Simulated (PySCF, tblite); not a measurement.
# C3H7FSi: dynamics, then NMR shifts and electronic excitations on frames, part 2 of 2

tblite 0.8.0 and PySCF 2.14.0. Atoms count from 0. The steps go on from the part before.

## Step 9: Shielding tensors: 800 fs, PBE0/pcSseg-1

What the job is given:

```
{"job": {"kind": "nmr", "xc": "PBE0", "basis": "pcSseg-1", "pop": false}, "charge": 0, "multiplicity": 1}
F     -2.818000     0.189500     0.270000
C     -1.561900     0.441200    -0.173400
C     -0.684100    -0.819000    -0.134200
C     -0.461900     0.356800     0.853800
Si     0.981400     1.583000     0.850700
H     -1.376900     1.094300    -0.996500
H     -0.083400    -1.031900    -0.980500
H     -1.145700    -1.742200     0.302300
H     -0.910700     0.087400     1.799800
H      1.924100     1.226800    -0.203000
H      1.449100     1.481200     2.120900
H      0.585200     2.963600     0.625500
```

Method: GIAO PBE0/pcSseg-1 NMR shielding, non-relativistic, gas phase.

Output:

```text
coarse grid: 10312 points
cycle   1  E = -507.3282771693  dE =  4.840e-01  |g| = 4.598e-01  |ddm| = 2.986e+00
cycle   2  E = -507.3089448866  dE =  1.933e-02  |g| = 5.955e-01  |ddm| = 6.783e-01
cycle   3  E = -507.3676887383  dE = -5.874e-02  |g| = 4.230e-02  |ddm| = 3.819e-01
cycle   4  E = -507.3679112154  dE = -2.225e-04  |g| = 2.331e-02  |ddm| = 4.087e-02
cycle   5  E = -507.3680331125  dE = -1.219e-04  |g| = 4.611e-03  |ddm| = 2.153e-02
cycle   6  E = -507.3680374773  dE = -4.365e-06  |g| = 1.561e-03  |ddm| = 4.808e-03
final grid: 94760 points
cycle   7  E = -507.4038811880  dE = -2.862e-05  |g| = 7.116e-03  |ddm| = 2.343e-02
cycle   8  E = -507.4038711017  dE =  1.009e-05  |g| = 1.021e-02  |ddm| = 1.322e-02
cycle   9  E = -507.4038926006  dE = -2.150e-05  |g| = 6.250e-04  |ddm| = 7.323e-03
cycle  10  E = -507.4038926628  dE = -6.222e-08  |g| = 2.193e-04  |ddm| = 6.065e-04
cycle  11  E = -507.4038926709  dE = -8.127e-09  |g| = 3.984e-05  |ddm| = 1.870e-04
cycle  12  E = -507.4038926712  dE = -2.849e-10  |g| = 1.339e-05  |ddm| = 3.856e-05
converged SCF energy = -507.4038926712

GIAO shielding tensors (ppm)
atom      isotropic    diamagn.    paramagn.     s11        s22        s33       span
  0 F      392.038     469.174     -77.136    323.128    387.006    465.982    142.854
  1 C      113.591     252.214    -138.623     63.268     84.374    193.131    129.864
  2 C      166.848     249.253     -82.405    135.178    153.452    211.915     76.738
  3 C      179.995     255.107     -75.112    150.246    175.206    214.533     64.287
  4 Si     420.437     879.943    -459.507    362.891    422.058    476.361    113.470
  5 H       27.960      31.633      -3.673     22.944     28.262     32.675      9.731
  6 H       31.409      31.885      -0.475     26.153     28.004     40.071     13.918
  7 H       29.752      29.367       0.385     24.064     26.980     38.212     14.148
  8 H       31.364      31.389      -0.025     24.769     29.175     40.149     15.380
  9 H       28.375      29.017      -0.643     24.356     26.912     33.857      9.501
 10 H       28.701      30.321      -1.620     24.740     26.488     34.876     10.136
 11 H       27.972      28.773      -0.802     24.273     26.392     33.250      8.977
```

Wall time 6.2 s (1 thread of Arm Neoverse V2, shared host); peak memory 0.61 GiB.

Key values: δ C1 73.3, C2 20.1, C3 6.9, F0 -221.1, H5 3.76, H11 3.75 ppm.

## Step 10: TDDFT and polarisability: 800 fs, PBE0/def2-SVPD

Settings changed since step 9:

```diff
@@ -1,2 +1,2 @@
-{"job": {"kind": "nmr", "xc": "PBE0", "basis": "pcSseg-1", "pop": false}, "charge": 0, "multiplicity": 1}
+{"job": {"kind": "uv", "xc": "PBE0", "basis": "def2-SVPD", "nstates": 5, "ntriplets": 0}, "charge": 0, "multiplicity": 1}
 F     -2.818000     0.189500     0.270000
```

Level: TDDFT PBE0/def2-SVPD, vertical, gas phase, core orbitals frozen in the response.

Output:

```text
coarse grid: 10312 points
cycle   1  E = -507.0986893834  dE =  4.468e-01  |g| = 4.225e-01  |ddm| = 4.341e+00
cycle   2  E = -507.0793359232  dE =  1.935e-02  |g| = 5.521e-01  |ddm| = 1.042e+00
cycle   3  E = -507.1345366959  dE = -5.520e-02  |g| = 4.318e-02  |ddm| = 5.478e-01
cycle   4  E = -507.1347703651  dE = -2.337e-04  |g| = 2.322e-02  |ddm| = 6.945e-02
cycle   5  E = -507.1348936449  dE = -1.233e-04  |g| = 4.721e-03  |ddm| = 3.293e-02
cycle   6  E = -507.1348986606  dE = -5.016e-06  |g| = 1.357e-03  |ddm| = 9.528e-03
final grid: 94760 points
cycle   7  E = -507.2011295965  dE = -2.502e-05  |g| = 6.711e-03  |ddm| = 9.957e-02
cycle   8  E = -507.2011199788  dE =  9.618e-06  |g| = 9.696e-03  |ddm| = 1.864e-02
cycle   9  E = -507.2011399282  dE = -1.995e-05  |g| = 5.859e-04  |ddm| = 1.012e-02
cycle  10  E = -507.2011399928  dE = -6.466e-08  |g| = 1.931e-04  |ddm| = 9.634e-04
cycle  11  E = -507.2011400002  dE = -7.406e-09  |g| = 3.309e-05  |ddm| = 3.435e-04
cycle  12  E = -507.2011400005  dE = -2.459e-10  |g| = 1.294e-05  |ddm| = 8.130e-05
converged SCF energy = -507.2011400005

Static polarisability (au): isotropic 61.661, principal 54.821 58.030 72.131

Singlet excitations
state   eV       nm        f      main configurations
  1   6.9924    177.3   0.01018   H->L 0.98
  2   7.4537    166.3   0.00516   H->L+1 0.51, H->L+2 0.46
  3   7.5405    164.4   0.00709   H->L+3 0.75, H->L+4 0.10
  4   7.6597    161.9   0.02058   H->L+2 0.41, H->L+1 0.34, H->L+4 0.17
  5   7.7618    159.7   0.01038   H-1->L 0.90
```

Wall time 9.8 s (1 thread of Arm Neoverse V2, shared host); peak memory 0.74 GiB.

Key values: HOMO -7.76 eV, LUMO 0.41 eV; lowest singlet 6.99 eV.

## Step 11: Shielding tensors: 1000 fs, PBE0/pcSseg-1

What the job is given:

```
{"job": {"kind": "nmr", "xc": "PBE0", "basis": "pcSseg-1", "pop": false}, "charge": 0, "multiplicity": 1}
F     -2.739800    -0.591600     0.573500
C     -1.693500     0.266000     0.372800
C     -0.682500    -0.050800    -0.613000
C     -0.366600    -0.146400     0.919200
Si     1.018100     0.988600     1.681900
H     -1.999800     1.233800     0.652600
H     -0.186000     0.763700    -1.082700
H     -0.845100    -0.979400    -1.139700
H     -0.534300    -1.118700     1.347100
H      0.436800     1.670500     2.891900
H      1.306500     2.000500     0.639600
H      2.303100     0.379200     1.960300
```

With the program's defaults for keys left out, this is: GIAO PBE0/pcSseg-1 NMR shielding, non-relativistic, gas phase.

Output:

```text
coarse grid: 10312 points
cycle   1  E = -507.3371670846  dE =  4.911e-01  |g| = 4.556e-01  |ddm| = 2.973e+00
cycle   2  E = -507.3218590430  dE =  1.531e-02  |g| = 5.772e-01  |ddm| = 7.085e-01
cycle   3  E = -507.3753480559  dE = -5.349e-02  |g| = 4.743e-02  |ddm| = 4.040e-01
cycle   4  E = -507.3756108125  dE = -2.628e-04  |g| = 2.550e-02  |ddm| = 4.612e-02
cycle   5  E = -507.3757549123  dE = -1.441e-04  |g| = 4.113e-03  |ddm| = 2.358e-02
cycle   6  E = -507.3757583886  dE = -3.476e-06  |g| = 1.309e-03  |ddm| = 4.700e-03
final grid: 94760 points
cycle   7  E = -507.4112143665  dE = -2.579e-05  |g| = 7.235e-03  |ddm| = 2.069e-02
cycle   8  E = -507.4112041355  dE =  1.023e-05  |g| = 1.017e-02  |ddm| = 1.384e-02
cycle   9  E = -507.4112266349  dE = -2.250e-05  |g| = 8.351e-04  |ddm| = 7.735e-03
cycle  10  E = -507.4112267422  dE = -1.073e-07  |g| = 2.045e-04  |ddm| = 7.609e-04
cycle  11  E = -507.4112267489  dE = -6.729e-09  |g| = 4.048e-05  |ddm| = 1.877e-04
cycle  12  E = -507.4112267493  dE = -3.395e-10  |g| = 7.797e-06  |ddm| = 4.959e-05
converged SCF energy = -507.4112267493

GIAO shielding tensors (ppm)
atom      isotropic    diamagn.    paramagn.     s11        s22        s33       span
  0 F      391.011     469.802     -78.791    344.919    391.679    436.435     91.516
  1 C      113.016     249.425    -136.408     59.567     86.574    192.907    133.340
  2 C      172.470     248.686     -76.216    148.966    162.911    205.533     56.567
  3 C      186.956     255.653     -68.697    152.169    174.506    234.191     82.022
  4 Si     408.846     878.704    -469.858    365.720    390.112    470.707    104.988
  5 H       27.535      32.010      -4.474     21.666     28.376     32.564     10.898
  6 H       31.583      31.465       0.117     25.422     28.605     40.720     15.298
  7 H       30.271      29.872       0.399     25.001     27.080     38.732     13.731
  8 H       32.355      31.951       0.405     25.086     30.025     41.954     16.868
  9 H       26.870      27.467      -0.597     23.085     25.068     32.456      9.372
 10 H       28.170      29.033      -0.864     24.459     27.015     33.035      8.576
 11 H       27.444      28.511      -1.067     24.227     25.171     32.934      8.707
```

Wall time 6.3 s (1 thread of Arm Neoverse V2, shared host); peak memory 0.63 GiB.

In short: δ C1 73.9, C2 14.5, C3 0.0, F0 -220.1, H9 4.85, H11 4.27 ppm.

## Step 12: Excited states and response: 1000 fs, PBE0/def2-SVPD

Settings changed since step 11:

```diff
@@ -1,2 +1,2 @@
-{"job": {"kind": "nmr", "xc": "PBE0", "basis": "pcSseg-1", "pop": false}, "charge": 0, "multiplicity": 1}
+{"job": {"kind": "uv", "xc": "PBE0", "basis": "def2-SVPD", "nstates": 5, "ntriplets": 0}, "charge": 0, "multiplicity": 1}
 F     -2.739800    -0.591600     0.573500
```

Method: TDDFT PBE0/def2-SVPD, vertical, gas phase, core orbitals frozen in the response.

Output:

```text
coarse grid: 10312 points
cycle   1  E = -507.1074535171  dE =  4.531e-01  |g| = 4.163e-01  |ddm| = 4.331e+00
cycle   2  E = -507.0920634608  dE =  1.539e-02  |g| = 5.317e-01  |ddm| = 1.010e+00
cycle   3  E = -507.1419327210  dE = -4.987e-02  |g| = 4.983e-02  |ddm| = 5.178e-01
cycle   4  E = -507.1422471848  dE = -3.145e-04  |g| = 2.528e-02  |ddm| = 8.319e-02
cycle   5  E = -507.1423944204  dE = -1.472e-04  |g| = 4.275e-03  |ddm| = 3.747e-02
cycle   6  E = -507.1423985332  dE = -4.113e-06  |g| = 1.328e-03  |ddm| = 1.080e-02
final grid: 94760 points
cycle   7  E = -507.2083252467  dE = -2.382e-05  |g| = 7.112e-03  |ddm| = 1.032e-01
cycle   8  E = -507.2083144905  dE =  1.076e-05  |g| = 1.011e-02  |ddm| = 2.105e-02
cycle   9  E = -507.2083373890  dE = -2.290e-05  |g| = 7.784e-04  |ddm| = 1.102e-02
cycle  10  E = -507.2083375017  dE = -1.127e-07  |g| = 1.709e-04  |ddm| = 1.068e-03
cycle  11  E = -507.2083375074  dE = -5.658e-09  |g| = 3.336e-05  |ddm| = 3.525e-04
cycle  12  E = -507.2083375077  dE = -3.066e-10  |g| = 9.552e-06  |ddm| = 9.349e-05
converged SCF energy = -507.2083375077

Static polarisability (au): isotropic 63.269, principal 54.901 59.334 75.570

Singlet excitations
state   eV       nm        f      main configurations
  1   7.1323    173.8   0.00168   H->L 0.96
  2   7.5710    163.8   0.01070   H->L+1 0.69, H->L+3 0.21
  3   7.7814    159.3   0.02952   H-1->L 0.59, H->L+2 0.18, H->L+1 0.09
  4   7.7939    159.1   0.00886   H->L+2 0.73, H-1->L 0.19
  5   7.9525    155.9   0.10264   H->L+3 0.62, H-1->L 0.16, H->L+1 0.15
```

It took 9.9 s on 1 thread of Arm Neoverse V2, shared host; peak memory 0.74 GiB.

In short: HOMO -8.05 eV, LUMO 0.36 eV; lowest singlet 7.13 eV.

## Step 13: Run by run: NMR shifts

Shifts (ppm) of some atoms, chosen among heavy atoms and hydrogens apart, with basis size and wall time:

```tsv
frame	C1	C2	C3	H10	H9	F0	Si4	functions	time
250 fs	73.7	14.4	6.0	5.52	5.08	-222.7	-56.5	127	6.6 s
425 fs	71.3	13.4	6.2	4.46	2.64	-216.5	-70.5	127	6.3 s
625 fs	74.6	21.7	0.0	4.70	3.45	-221.4	-49.6	127	6.2 s
800 fs	73.3	20.1	6.9	3.02	3.34	-221.1	-71.3	127	6.2 s
1000 fs	73.9	14.5	0.0	3.55	4.85	-220.1	-59.7	127	6.3 s
```

## Step 14: Side by side: electronic excitations

Excitations and ground-state properties, with basis size and wall time:

```tsv
frame	lowest singlet (eV)	brightest (eV)	f	gap (eV)	α (Å³)	μ (D)	functions	time
250 fs	7.23	7.78	0.022	8.35	9.49	1.35	163	10 s
425 fs	7.47	7.67	0.052	8.65	9.29	1.09	163	10 s
625 fs	7.06	7.75	0.027	8.27	9.34	1.24	163	9.9 s
800 fs	6.99	7.66	0.021	8.17	9.14	1.36	163	9.8 s
1000 fs	7.13	7.95	0.103	8.41	9.38	1.43	163	9.9 s
```

## Step 15: Results

This closing draws on all 2 parts.

| quantity | value |
| --- | --- |
| thermostat | 400 K |
| mean temperature, second half | 375 K |
| mean potential energy above the minimum | 0.48 eV |
| ¹³C shifts against TMS (PBE0/pcSseg-1, 250 fs) | 73.7, 14.4, 6.0 ppm |
| ¹H shifts against TMS (PBE0/pcSseg-1, 250 fs) | 5.52, 5.08, 4.94, 3.49, 1.75, 1.48, 1.12 ppm |
| ¹⁹F shifts against CFCl3 (PBE0/pcSseg-1, 250 fs) | -222.7 ppm |
| ²⁹Si shifts against TMS (PBE0/pcSseg-1, 250 fs) | -56.5 ppm |
| lowest singlet (PBE0/def2-SVPD, 250 fs) | 7.23 eV (172 nm), f = 0.018 |
| brightest single state of those computed | state 5, 7.78 eV, f = 0.022 |
| range of the shift of Si4 | -71.3 to -49.6 ppm |
| range of the lowest singlet | 6.99 to 7.47 eV |

**Reading.** In the second half the potential energy averages 0.48 eV above the minimum; equipartition over 30 harmonic modes at 400 K would give 0.52 eV. With 12 atoms the temperature swings widely (220 to 617 K). Shifts at one fixed geometry are not the observed spectrum, which averages over the motion. In the first frame run (250 fs): The lowest singlet, at 7.23 eV, is HOMO→LUMO 0.93 and is weak; of the 5 states computed, the strongest absorption comes from states 4 to 5 together at 7.78 eV (the last computed, so partners may be missing). In ppm, Si4 moves most: its shift spreads over 21.7 ppm, from -71.3 (800 fs) to -49.6 (625 fs). The lowest singlet runs from 6.99 eV (800 fs) to 7.47 eV (425 fs), while the orbital gap spans 8.17 to 8.65 eV. The lowest state need not be the same one in every run.
